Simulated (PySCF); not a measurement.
# C4H8BFO2: runs on many settings, part 2 of 2

PySCF 2.14.0. Atoms count from 0.

## Step 5: J couplings: PBE0/pcseg-1 in chloroform

The job: settings as JSON, then the geometry in Å.

```
{"job": {"kind": "j", "xc": "PBE0", "basis": "pcseg-1", "solvent": "chloroform", "scf": {"conv": 1e-11}}, "charge": 0, "multiplicity": 1}
C      2.061247    -0.592466     0.227945
O      0.718489    -0.900281    -0.045289
B     -0.326113    -0.060413     0.167613
C     -0.181322     1.398013     0.790289
C     -0.021371     2.509671     0.098701
F      0.069284     2.512114    -1.245812
O     -1.577631    -0.461169    -0.119249
C     -1.887309    -1.721857    -0.674592
H      2.212719     0.481719     0.357923
H      2.668016    -0.945909    -0.607912
H      2.372170    -1.111112     1.139305
H     -0.235444     1.506123     1.863748
H      0.062787     3.515631     0.489142
H     -2.293399    -1.570423    -1.676911
H     -1.004109    -2.358401    -0.730670
H     -2.645613    -2.192297    -0.045640
```

With the program's defaults for keys left out, this is: PBE0/pcseg-1 indirect spin-spin coupling, non-relativistic, IEF-PCM chloroform.

What it wrote:

```text
final grid: 133040 points
cycle   1  E = -431.7661976987  dE =  1.033e+00  |g| = 7.531e-01  |ddm| = 3.801e+00
cycle   2  E = -431.6610857476  dE =  1.051e-01  |g| = 1.065e+00  |ddm| = 1.345e+00
cycle   3  E = -431.8746925829  dE = -2.136e-01  |g| = 6.656e-02  |ddm| = 8.158e-01
cycle   4  E = -431.8755853965  dE = -8.928e-04  |g| = 2.425e-02  |ddm| = 7.476e-02
cycle   5  E = -431.8757104073  dE = -1.250e-04  |g| = 6.685e-03  |ddm| = 2.573e-02
cycle   6  E = -431.8757164105  dE = -6.003e-06  |g| = 3.319e-03  |ddm| = 7.783e-03
cycle   7  E = -431.8757187796  dE = -2.369e-06  |g| = 2.785e-04  |ddm| = 2.741e-03
cycle   8  E = -431.8757187895  dE = -9.925e-09  |g| = 1.943e-04  |ddm| = 3.714e-04
cycle   9  E = -431.8757187968  dE = -7.330e-09  |g| = 4.110e-05  |ddm| = 1.498e-04
cycle  10  E = -431.8757187971  dE = -3.207e-10  |g| = 1.017e-05  |ddm| = 4.009e-05
cycle  11  E = -431.8757187971  dE = -1.546e-11  |g| = 5.694e-06  |ddm| = 1.194e-05
cycle  12  E = -431.8757187972  dE = -7.844e-12  |g| = 1.402e-06  |ddm| = 5.043e-06
converged SCF energy = -431.8757187972

Indirect spin-spin couplings (Hz)
  i      j    bonds     total        FC       PSO       DSO        SD
  0 C    1 O    1      4.748     6.416    -1.545    -0.124         -
  0 C    2 B    2      1.306     1.482    -0.128    -0.057     0.010
  0 C    3 C    3      1.678     1.687    -0.045     0.036         -
  0 C    4 C    4      0.644     0.633     0.012    -0.001         -
  0 C    5 F    5      0.352     0.404    -0.029    -0.008    -0.015
  0 C    6 O    3     -0.169    -0.323     0.105     0.050         -
  0 C    7 C    4      0.171     0.204     0.033    -0.066         -
  0 C    8 H    1    143.488   142.640     0.031     0.817         -
  0 C    9 H    1    148.075   147.304     0.030     0.741         -
  0 C   10 H    1    146.230   145.426     0.057     0.747         -
  0 C   12 H    5     -0.255    -0.190     0.111    -0.176         -
  1 O    2 B    1    -25.319   -29.606     4.632    -0.203    -0.141
  1 O    3 C    2     -1.087    -1.437     0.365    -0.014         -
  1 O    4 C    3     -0.617    -0.530    -0.100     0.014         -
  1 O    5 F    4     -0.806    -0.630    -0.560     0.003     0.381
  1 O    7 C    3     -3.976    -4.150     0.192    -0.018         -
  1 O    8 H    2     -1.028    -0.440    -0.697     0.109         -
  1 O    9 H    2     -7.231    -6.658    -0.650     0.078         -
  1 O   10 H    2     -4.585    -3.992    -0.685     0.093         -
  1 O   11 H    3     -0.404    -0.429    -0.069     0.093         -
  1 O   13 H    4      0.232     0.124     0.027     0.081         -
  1 O   14 H    4      0.784     0.796     0.292    -0.303         -
  1 O   15 H    4      0.243     0.115     0.014     0.114         -
  2 B    3 C    1     91.255    91.491    -1.025     0.398     0.391
  2 B    4 C    2     -3.979    -3.881    -0.091     0.054    -0.061
  2 B    5 F    3      9.321     9.827    -0.582     0.278    -0.203
  2 B    6 O    1    -24.409   -28.600     4.590    -0.198    -0.201
  2 B    7 C    2     -1.467    -1.290    -0.103    -0.071    -0.003
  2 B    8 H    3      3.882     4.002    -0.359     0.256    -0.017
  2 B    9 H    3      4.753     4.939     0.355    -0.551     0.010
  2 B   10 H    3      1.211     1.403     0.152    -0.341    -0.004
  2 B   11 H    2      0.220     0.118    -0.011     0.062     0.051
  2 B   12 H    3      7.898     8.012     0.261    -0.414     0.038
  2 B   13 H    3      2.156     2.344     0.268    -0.456    -0.000
  2 B   14 H    3      3.549     3.772    -0.323     0.128    -0.028
  2 B   15 H    3      3.214     3.409     0.350    -0.545     0.000
  3 C    4 C    1     96.224   104.930    -8.937     0.230         -
  3 C    5 F    2     27.687    40.742   -23.463    -0.212    10.620
  3 C    6 O    2    -12.163   -12.368     0.236    -0.030         -
  3 C    7 C    3      2.370     2.414     0.022    -0.066         -
  3 C    9 H    4     -0.305    -0.245     0.159    -0.219         -
  3 C   10 H    4     -0.163    -0.182     0.061    -0.042         -
  3 C   11 H    1    151.780   150.594     0.268     0.919         -
  3 C   12 H    2      7.540     8.754    -0.694    -0.519         -
  3 C   13 H    4     -0.622    -0.541     0.137    -0.218         -
  3 C   14 H    4     -0.308    -0.211     0.118    -0.215         -
  3 C   15 H    4     -0.545    -0.475     0.139    -0.210         -
  4 C    5 F    1   -246.420  -238.322    -7.859     0.815    -1.054
  4 C    6 O    3     -2.364    -2.318    -0.048     0.003         -
  4 C    7 C    4      0.220     0.244     0.033    -0.057         -
  4 C   11 H    2      0.247     2.009    -1.489    -0.272         -
  4 C   12 H    1    195.295   194.841    -0.559     1.013         -
  4 C   13 H    5      0.199     0.284     0.061    -0.146         -
  5 F    6 O    4     -2.958    -2.875    -0.281    -0.019     0.218
  5 F    7 C    5      0.615     0.765     0.028    -0.113    -0.065
  5 F    8 H    6      0.921     0.090    -0.231     0.658     0.405
  5 F   10 H    6     -0.314    -0.053     0.494    -0.830     0.075
  5 F   11 H    3     42.711    47.780    -3.959    -2.205     1.094
  5 F   12 H    2     79.468    80.230     3.291    -1.497    -2.556
  5 F   14 H    6     -0.448    -0.081     0.110    -0.454    -0.023
  5 F   15 H    6     -0.463    -0.042     0.347    -0.761    -0.008
  6 O    7 C    1      7.840     9.560    -1.598    -0.122         -
  6 O    8 H    4      0.156     0.001     0.018     0.138         -
  6 O   10 H    4     -0.198    -0.280    -0.073     0.155         -
  6 O   11 H    3     -0.633    -0.653    -0.036     0.055         -
  6 O   12 H    4      0.302     0.255    -0.092     0.139         -
  6 O   13 H    2     -5.317    -4.671    -0.733     0.086         -
  6 O   14 H    2     -1.326    -0.682    -0.758     0.114         -
  6 O   15 H    2     -6.377    -5.754    -0.706     0.083         -
  7 C   11 H    4     -0.233    -0.125     0.179    -0.287         -
  7 C   13 H    1    147.609   146.816     0.052     0.741         -
  7 C   14 H    1    145.076   144.233     0.034     0.810         -
  7 C   15 H    1    147.294   146.505     0.055     0.733         -
  8 H    9 H    2    -10.861   -10.268     1.817    -2.411         -
  8 H   10 H    2    -10.415    -9.855     1.803    -2.363         -
  8 H   11 H    5      0.292     0.104    -0.283     0.471         -
  8 H   13 H    6     -0.358    -0.018     0.632    -0.972         -
  8 H   14 H    6     -0.402    -0.068     0.666    -1.000         -
  8 H   15 H    6     -0.360     0.029     0.747    -1.136         -
  9 H   10 H    2    -10.833   -10.221     1.967    -2.579         -
  9 H   11 H    5     -0.413     0.008     0.868    -1.289         -
  9 H   12 H    6     -0.350    -0.016     0.613    -0.946         -
  9 H   13 H    6     -0.188     0.029     0.384    -0.600         -
  9 H   15 H    6     -0.350    -0.014     0.657    -0.993         -
 10 H   12 H    6     -0.271     0.015     0.546    -0.832         -
 10 H   13 H    6     -0.340     0.021     0.713    -1.074         -
 10 H   15 H    6     -0.239     0.011     0.451    -0.701         -
 11 H   12 H    3      4.913     5.275     0.123    -0.484         -
 11 H   14 H    5     -0.332     0.005     0.647    -0.984         -
 11 H   15 H    5      0.176     0.397     0.439    -0.659         -
 12 H   13 H    6     -0.340    -0.011     0.556    -0.884         -
 12 H   14 H    6     -0.397    -0.006     0.694    -1.084         -
 12 H   15 H    6     -0.368    -0.035     0.607    -0.941         -
 13 H   14 H    2    -10.581   -10.002     1.855    -2.434         -
 13 H   15 H    2    -11.012   -10.390     2.004    -2.626         -
 14 H   15 H    2    -10.335    -9.727     1.886    -2.493         -
```

Run time: 37 s. Hardware: 1 thread of Arm Neoverse V1, shared host; peak memory 0.95 GiB.

The basis is not made for couplings: without tight functions at the nuclei these values are rough.

A choice of the couplings up to four bonds, sorted by the number of bonds, with means over like pairs; isotopes 11B, 13C, 19F, 1H, 17O:

```csv
pair,bonds,J (Hz),Fermi contact (Hz),dihedral (°)
C4–F5,1,-246.4,-238.3,–
C4–H12,1,195.3,194.8,–
C3–H11,1,151.8,150.6,–
C0–H8,1,146.3,145.5,–
C3–C4,1,96.2,104.9,–
B2–C3,1,91.3,91.5,–
O1–B2,1,-24.9,-29.1,–
C0–O1,1,6.3,8.0,–
F5–H12,2,79.5,80.2,–
C3–F5,2,27.7,40.7,–
H8–H9,2,-10.7,-10.1,–
C3–H12,2,7.5,8.8,–
O1–C3,2,-6.6,-6.9,–
O1–H8,2,-4.3,-3.7,–
B2–C4,2,-4.0,-3.9,–
F5–H11,3,42.7,47.8,180
B2–F5,3,9.3,9.8,-2
B2–H12,3,7.9,8.0,179
H11–H12,3,4.9,5.3,0
B2–H8,3,3.1,3.3,–
C0–O6,3,-2.1,-2.2,–
C0–C3,3,2.0,2.1,–
O1–C4,3,-1.5,-1.4,92
O1–F5,4,-1.9,-1.8,–
```

Means hide unlike values in this fixed geometry: O1–C3 from -12.2 to -1.1 Hz; O1–H8 from -7.2 to -1.0 Hz. They hold only if the pairs exchange fast.

The spin-dipole term was solved for some atoms only; pairs without it lack that part.

The response was solved for the nuclei of B, C, F, H alone, so couplings that need other nuclei can be missing.

Quadrupole couplings from the field gradients of the same density:

```csv
atom,isotope,eQq/h (MHz),η
O1,17O,-9.233,0.05
O6,17O,-9.123,0.03
B2,11B,2.734,0.32
```

Shifts (PBE0/pcSseg-1, unscaled) and these couplings together give the proton spectrum at 400 MHz below. Couplings to quadrupolar nuclei are left out.

1H NMR δ 6.99 (dd, J = 79.5, 4.9 Hz, 1H), 4.73 (dd, J = 42.7, 4.9 Hz, 1H), 4.04 (s, 6H).

## Step 6: Shielding tensors: wB97X-D/MINI in dichloromethane

Settings changed since step 5:

```diff
@@ -1,2 +1,2 @@
-{"job": {"kind": "j", "xc": "PBE0", "basis": "pcseg-1", "solvent": "chloroform", "scf": {"conv": 1e-11}}, "charge": 0, "multiplicity": 1}
+{"job": {"kind": "nmr", "xc": "wB97X-D", "basis": "MINI", "solvent": "dichloromethane", "pop": false, "scf": {"aux": "def2-qzvpp-jkfit"}}, "charge": 0, "multiplicity": 1}
 C      2.061247    -0.592466     0.227945
```

Level: GIAO wB97X-D/MINI NMR shielding, non-relativistic, IEF-PCM dichloromethane.

What it wrote:

```text
final grid: 133040 points
cycle   1  E = -428.9269090331  dE =  1.652e+00  |g| = 6.490e-01  |ddm| = 5.852e+00
cycle   2  E = -429.0192314143  dE = -9.232e-02  |g| = 4.674e-01  |ddm| = 1.663e+00
cycle   3  E = -429.0811034949  dE = -6.187e-02  |g| = 2.196e-02  |ddm| = 6.444e-01
cycle   4  E = -429.0813834142  dE = -2.799e-04  |g| = 7.850e-03  |ddm| = 6.399e-02
cycle   5  E = -429.0814047087  dE = -2.129e-05  |g| = 2.184e-03  |ddm| = 1.430e-02
cycle   6  E = -429.0814066261  dE = -1.917e-06  |g| = 6.923e-04  |ddm| = 5.065e-03
cycle   7  E = -429.0814068579  dE = -2.317e-07  |g| = 2.340e-04  |ddm| = 1.685e-03
cycle   8  E = -429.0814068791  dE = -2.125e-08  |g| = 3.211e-05  |ddm| = 5.068e-04
cycle   9  E = -429.0814068797  dE = -6.079e-10  |g| = 9.383e-06  |ddm| = 9.676e-05
converged SCF energy = -429.0814068797

GIAO shielding tensors (ppm)
atom      isotropic    diamagn.    paramagn.     s11        s22        s33       span
  0 C      164.720     240.561     -75.841    141.998    143.818    208.344     66.346
  1 O      308.641     378.601     -69.960     51.871    380.253    493.800    441.929
  2 B      133.812     189.571     -55.759    124.311    131.573    145.552     21.241
  3 C      131.463     245.544    -114.081     49.063    140.657    204.668    155.605
  4 C       90.575     246.349    -155.774     19.784    106.175    145.767    125.984
  5 F      276.010     459.307    -183.297    162.371    170.430    495.229    332.858
  6 O      313.835     379.335     -65.500    128.875    315.514    497.116    368.241
  7 C      165.874     240.807     -74.933    139.569    148.595    209.457     69.888
  8 H       27.442      25.051       2.391     21.919     29.147     31.261      9.342
  9 H       27.106      26.013       1.093     22.333     24.495     34.491     12.158
 10 H       27.226      26.050       1.176     22.217     24.662     34.800     12.583
 11 H       25.145      28.085      -2.940     23.364     25.595     26.477      3.112
 12 H       22.959      26.174      -3.215     20.170     21.204     27.503      7.332
 13 H       27.124      26.104       1.020     21.933     24.915     34.524     12.590
 14 H       26.623      25.152       1.471     20.523     27.316     32.031     11.508
 15 H       27.115      26.787       0.328     21.886     24.678     34.782     12.896
```

Run time: 7.4 s. Hardware: 1 thread of Arm Neoverse V1, shared host; peak memory 0.61 GiB.

This run: σ C4 90.6, C3 131.5, C0 165.3, O1 311.2, H12 22.96, H11 25.15 ppm (means over like atoms).

## Step 7: Comparing the runs: NMR shifts

Isotropic shieldings (ppm) of some atoms, chosen among heavy atoms and hydrogens apart, means over like atoms, with basis size and wall time:

```csv
run,C4,C3,C0,H12,H11,O1,B2,functions,time
PBE0/pcSseg-1,22.4,78.4,132.4,24.73,26.99,224.7,74.6,176,33 s
PBE0/6-31G* in dimethylsulfoxide,45.9,98.9,145.4,25.28,27.57,241.5,89.4,128,17 s
wB97X-D/MINI in dichloromethane,90.6,131.5,165.3,22.96,25.15,311.2,133.8,48,7.4 s
```

## Step 8: What came out

What follows sums up all 2 parts.

| quantity | value |
| --- | --- |
| 13C shifts against TMS (PBE0/pcSseg-1, means over atoms taken as alike) | 164.5, 108.5, 54.6 ppm |
| 1H shifts against TMS (PBE0/pcSseg-1, means over atoms taken as alike) | 6.99, 4.73, 4.04 ppm |
| 17O shifts against H2O (PBE0/pcSseg-1, means over atoms taken as alike) | 111.4 ppm |
| 11B shifts against BF3·OEt2 (PBE0/pcSseg-1) | 25.5 ppm |
| 19F shifts against CFCl3 (PBE0/pcSseg-1) | -100.6 ppm |
| potential on the surface of density 0.002 e/bohr³, 1st and 99th percentile | -1.46 V and 1.01 V |
| lowest singlet (PBE0/def2-SVPD) | 6.84 eV (181 nm), f = 0.020 |
| brightest single state of those computed | state 4, 7.52 eV, f = 0.255 |
| lowest triplet | 4.43 eV |
| largest coupling of the table (PBE0/pcseg-1) | 1J(C,F) C4–F5, -246.4 Hz |
| range of the shielding of C4 (minimal bases aside) | 22.4 to 45.9 ppm |
| property runs in this session | 5, of which 0 failed and 1 gave unsound results |

Single values in the summary come from the first sound run of each kind (PBE0/pcSseg-1; PBE0/def2-SVPD; PBE0/pcseg-1), which need not be the best level. At PBE0/pcSseg-1: The widest tensor belongs to O1, O6: span 276 ppm, with a paramagnetic part of -172 ppm. The lowest singlet, at 6.84 eV, is HOMO→LUMO+1 0.59, HOMO→LUMO+2 0.34 and is weak; of the 6 states computed, the strongest absorption comes from state 4 at 7.52 eV. The lowest triplet lies 2.41 eV below the lowest singlet (triplets in Tamm-Dancoff, singlets in full TDDFT). Of the pairs tabulated at PBE0/pcseg-1, C4–F5 couples most strongly (-246.4 Hz; Fermi contact -238.3 Hz). Couplings across rotatable bonds belong to this one conformer; where others are populated, the observed values are averages. Leaving out the minimal-basis runs, which are unusable for shieldings: Across the 2 runs the shielding of C4 moves most, between 22.4 (PBE0/pcSseg-1) and 45.9 ppm (PBE0/6-31G* in dimethylsulfoxide). Couplings from bases without tight functions are rough.
